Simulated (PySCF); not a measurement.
# [Sm(H2O)4]3+: other functionals and bases at one geometry

Aim: see how levels, charges and forces of [Sm(H2O)4]3+ depend on the level of theory. It is a constructed species; whether it can be made isn't addressed.

The runs use PySCF 2.14.0; several levels, as the steps say, no spin–orbit coupling.

1 further run of the same task is left out (for a known fault of the program).

## (1) The system as given

13 atoms, charge 3, spin multiplicity 1.

Bond lengths: Sm1–O2 2.337 Å, Sm1–O5 2.337 Å, Sm1–O8 2.337 Å, Sm1–O11 2.337 Å, O2–H3 0.984 Å, O2–H4 0.984 Å, O5–H6 0.984 Å, O5–H7 0.984 Å, O8–H9 0.984 Å, O8–H10 0.984 Å, O11–H12 0.984 Å, O11–H13 0.984 Å. Angles: O2–Sm1–O5 110.9°, O2–Sm1–O8 106.6°, O2–Sm1–O11 110.9°, O5–Sm1–O8 110.9°, O5–Sm1–O11 106.6°, O8–Sm1–O11 110.9°, Sm1–O2–H3 128.3°, Sm1–O2–H4 128.4°, H3–O2–H4 103.2°, Sm1–O5–H6 128.4°, Sm1–O5–H7 128.3°, H6–O5–H7 103.2°, Sm1–O8–H9 128.4°, Sm1–O8–H10 128.3°, H9–O8–H10 103.2°, Sm1–O11–H12 128.3°, Sm1–O11–H13 128.4°, H12–O11–H13 103.2°.

As a file:

```xyz
13
charge 3, multiplicity 1
Sm    0.0000    0.0000    0.0000
O     1.3971    1.3559    1.2935
H     2.1951    1.0958    1.8063
H     1.3365    2.3255    1.4477
O    -1.3971   -1.2935    1.3559
H    -1.3365   -1.4477    2.3255
H    -2.1951   -1.8063    1.0958
O     1.3971   -1.3559   -1.2935
H     1.3365   -2.3255   -1.4477
H     2.1951   -1.0958   -1.8063
O    -1.3971    1.2935   -1.3559
H    -2.1951    1.8063   -1.0958
H    -1.3365    1.4477   -2.3255
```

Formal oxidation states: Sm +3. Each metal's 5 4f electrons lie in its core potential, so multiplicities, spins and levels count the valence alone. An earlier session relaxed this geometry at PBE0, Sm lcecp-1-SVP with ECP51, O def2-SVP, H def2-SVP (singlet, point group S4).

At PBE0 on the finer grid: E = -338.909420 Eh, HOMO -24.13 eV, LUMO -15.23 eV, Mulliken charge on Sm1 +1.79 e, largest force component 0.005 eV/Å. 

Levels to run: CAM-B3LYP; revPBE; PBE0, TZVP. Hardware: 2 threads of Intel Xeon Platinum 8488C (Sapphire Rapids), shared host.

## (2) CAM-B3LYP

Input file run.py (the lines that set the calculation):

```python
mol = gto.M(atom='''
Sm     0.00000     0.00000     0.00000
O      1.39711     1.35591     1.29350
H      2.19510     1.09578     1.80628
H      1.33648     2.32555     1.44768
O     -1.39711    -1.29350     1.35591
H     -1.33648    -1.44767     2.32555
H     -2.19511    -1.80628     1.09578
O      1.39711    -1.35591    -1.29350
H      1.33648    -2.32555    -1.44768
H      2.19510    -1.09578    -1.80628
O     -1.39711     1.29350    -1.35591
H     -2.19511     1.80628    -1.09578
H     -1.33648     1.44767    -2.32555''',
    basis={'Sm': 'lcecp-1-SVP', 'O': 'def2-SVP', 'H': 'def2-SVP'},
    ecp={'Sm': 'lcecp-1-SVP'},
    charge=3, spin=0)
mf = dft.RKS(mol, xc='CAMB3LYP')
mf.grids.atom_grid = (75, 302)  # f atoms: unpruned, at least (60, 302)
mf = mf.density_fit()  # fitting sets: Sm AutoAux, O def2-universal-JKFIT, H def2-universal-JKFIT
mf.conv_tol = 1e-08; mf.max_cycle = 55
mf.kernel(dm0)  # dm0: the density of the relaxed state
```

On the command line:

```
$ OMP_NUM_THREADS=2 python run.py
```

## (3) revPBE

Edit run.py (the lines that set the calculation) of step 2 so:

```diff
@@ -17,3 +17,3 @@
     charge=3, spin=0)
-mf = dft.RKS(mol, xc='CAMB3LYP')
+mf = dft.RKS(mol, xc='PBE_R,PBE')
 mf.grids.atom_grid = (75, 302)  # f atoms: unpruned, at least (60, 302)
```

## (4) PBE0, TZVP

Basis: Sm lcecp-1-TZVP with ECP51, O def2-TZVP, H def2-TZVP. 

Edit run.py (the lines that set the calculation) of step 3 so:

```diff
@@ -14,6 +14,6 @@
 H     -1.33648     1.44767    -2.32555''',
-    basis={'Sm': 'lcecp-1-SVP', 'O': 'def2-SVP', 'H': 'def2-SVP'},
-    ecp={'Sm': 'lcecp-1-SVP'},
+    basis={'Sm': 'lcecp-1-TZVP', 'O': 'def2-TZVP', 'H': 'def2-TZVP'},
+    ecp={'Sm': 'lcecp-1-TZVP'},
     charge=3, spin=0)
-mf = dft.RKS(mol, xc='PBE_R,PBE')
+mf = dft.RKS(mol, xc='PBE0')
 mf.grids.atom_grid = (75, 302)  # f atoms: unpruned, at least (60, 302)
@@ -21,2 +21,2 @@
 mf.conv_tol = 1e-08; mf.max_cycle = 55
-mf.kernel(dm0)  # dm0: the density of the relaxed state
+mf.kernel(dm0)  # dm0: free metal ions and neutral atoms
```

**Question.** What will these runs give? Wanted: for each run, HOMO; gap; charge on Sm1; dipole; largest force.

The runs gave:

| level | state | HOMO (eV) | gap (eV) | charge on Sm1 (e) | dipole (D) | largest force (eV/Å) | basis functions | time |
| --- | --- | --- | --- | --- | --- | --- | --- | --- |
| PBE0 (relaxed here) | singlet | -24.13 | 8.89 | 1.79 | 0.00 | 0.01 | 129 | 31 s |
| CAM-B3LYP | singlet | -25.63 | 11.57 | 1.77 | 0.00 | 0.12 | 129 | 13 s |
| revPBE | singlet | -22.19 | 6.15 | 1.65 | 0.00 | 0.45 | 129 | 11 s |
| PBE0, TZVP | singlet | -24.14 | 8.98 | 2.11 | 0.00 | 0.25 | 219 | 40 s |

Times are on 2 threads of Intel Xeon Platinum 8488C (Sapphire Rapids), shared host; the first row also made further properties. The dipole of a charged species depends on the origin, so these sizes hold for this origin alone.

In one basis the HOMO–LUMO gap runs from 6.15 eV (revPBE) to 11.57 eV (CAM-B3LYP). The largest leftover force, 0.45 eV/Å with revPBE, stands at a geometry relaxed at another level. The Mulliken charge on Sm spans +1.65 to +2.11 e over the levels. With 4f in the core, its levels are missing from HOMO and gap. Total energies of different levels can't be compared. Spin–orbit coupling is left out throughout.
